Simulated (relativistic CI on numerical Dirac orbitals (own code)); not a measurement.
**Te XVII (Te¹⁶⁺): levels and lines**

The task is the spectrum of Te¹⁶⁺: levels, purity of their labels, lifetimes and lines; runs with one setting changed show what the result hangs on.

The numbers are computed with relativistic CI on numerical Dirac orbitals (own code) version 4 (Dirac-Coulomb-Breit CI, KLI orbitals optimised for each configuration, model QED (radiative potential, 1s self-energy scaled to tabulated hydrogen-like ionisation energies)), except any that are marked as measured or tabulated.

### Step 1. The atom as given

```
ion                       : Te¹⁶⁺ (Te XVII)
nuclear charge            : 52
electrons                 : 36
isotope                   : A = 130
first configuration typed : [Ar] 3d10 4s2 4p6
```

Outer shells as boxes (Hund's rule):

first configuration typed
```
[Ar] core
3d [↑↓][↑↓][↑↓][↑↓][↑↓]
4s [↑↓]
4p [↑↓][↑↓][↑↓]
```

### Step 2. CI with the chosen configurations

The run's settings:

```ini
atom Te  Z=52  charge=16  electrons=36
nucleus A=130  rms_radius_fm=4.7423
hamiltonian dirac-coulomb  breit=on  qed=on  c_scale=1
orbitals kli  potential=per-configuration
slater_scale 1
correlation none
mixing on
configurations
  [Ar] 3d10 4s2 4p6
  [Ar] 3d10 4s2 4p5 4d
  [Ar] 3d10 4s 4p6 4d
  [Ar] 3d10 4s2 4p5 4f
  [Ar] 3d10 4s 4p6 4f
  [Ar] 3d10 4s2 4p5 5s
  [Ar] 3d10 4s2 4p5 5p
  [Ar] 3d10 4s 4p6 5s
  [Ar] 3d10 4s2 4p5 5d
  [Ar] 3d10 4s 4p6 5p
  [Ar] 3d10 4p6 4d 4f
  [Ar] 3d10 4s2 4p5 5f
  [Ar] 3d10 4s2 4p5 6s
  [Ar] 3d10 4s2 4p5 5g
  [Ar] 3d10 4s 4p6 5d
  [Ar] 3d10 4s2 4p5 6p
  [Ar] 3d10 4s2 4p5 6d
  [Ar] 3d10 4s 4p6 5f
  [Ar] 3d10 4s2 4p5 6f
  [Ar] 3d10 4s2 4p5 7s
  [Ar] 3d10 4s 4p6 6s
  [Ar] 3d10 4p6 4d2
  [Ar] 3d10 4p5 4d3
  [Ar] 3d10 4p5 4d2 4f
  [Ar] 3d10 4p5 4d2 5s
  [Ar] 3d10 4p5 4d2 5p
  [Ar] 3d10 4p6 4f2
  [Ar] 3d10 4p5 4d 4f2
  [Ar] 3d10 4p5 4f3
  [Ar] 3d10 4p5 4f2 5s
  [Ar] 3d10 4p5 4f2 5p
  [Ar] 3d10 4p6 4d 5s
  [Ar] 3d10 4p5 4d 4f 5s
  [Ar] 3d10 4p5 4d 5s2
  [Ar] 3d10 4p5 4d 5s 5p
end
```

Run with:

```console
$ python run_levels.py task.json out
```

One command runs all members of the session, one after another, from task.json.

### Step 3. Without configuration mixing

Settings: those of step 2 with these lines changed.

```diff
@@ -6,3 +6,3 @@
 correlation none
-mixing on
+mixing off
 configurations
```

### Step 4. One common potential

Settings: those of step 3 with these lines changed.

```diff
@@ -3,6 +3,6 @@
 hamiltonian dirac-coulomb  breit=on  qed=on  c_scale=1
-orbitals kli  potential=per-configuration
+orbitals kli  potential=mean
 slater_scale 1
 correlation none
-mixing off
+mixing on
 configurations
```

(Steps that only read results are left out.)

**Question.** What will these runs give? Wanted: lowest level; first excitation; lowest level of the other parity; fastest E1 line; ionisation energy.

**Answer**, as computed:

| run | time | mean size of shift, levels followed (cm⁻¹) | lowest level | ionisation energy (eV) |
| --- | --- | --- | --- | --- |
| main run | 3.1 s | 0 | 4p6 1S0 | 460.94 |
| without configuration mixing | 2.9 s | 887 | 4p6 1S0 | - |
| one common potential | 2.1 s | 139 | 4p6 1S0 | - |

The tabulated theoretical ionisation energy (NIST) is 461 eV.

| quantity | value |
| --- | --- |
| lowest level | 4p6 1S0 |
| first excitation | 4p5 4d 3P°0, 584412 cm⁻¹ |
| lowest level of the other parity | 4p5 4d 3P°0, 584412 cm⁻¹ |
| levels in the model | 2889 |
| fastest E1 line (by rate) to the lowest level among the lowest 400 of 2889 levels | 11.58 nm, from 4p5 4d 1P°1 |
| ionisation energy | 460.94 eV |
| ionisation energy, tabulated theoretical (NIST) | 461 eV |

In words: The lowest level is 4p6 1S0, 100 % pure in LS and 100 % in jj coupling; over the low levels the means are 76 and 81 %, so they are in intermediate coupling. The ionisation energy agrees with the tabulated theoretical value within its uncertainty of 3 eV. Of the changes tried, the run «without configuration mixing» moves the low levels most, by 887 cm⁻¹ on average. Lifetimes count radiative decay inside the model alone.
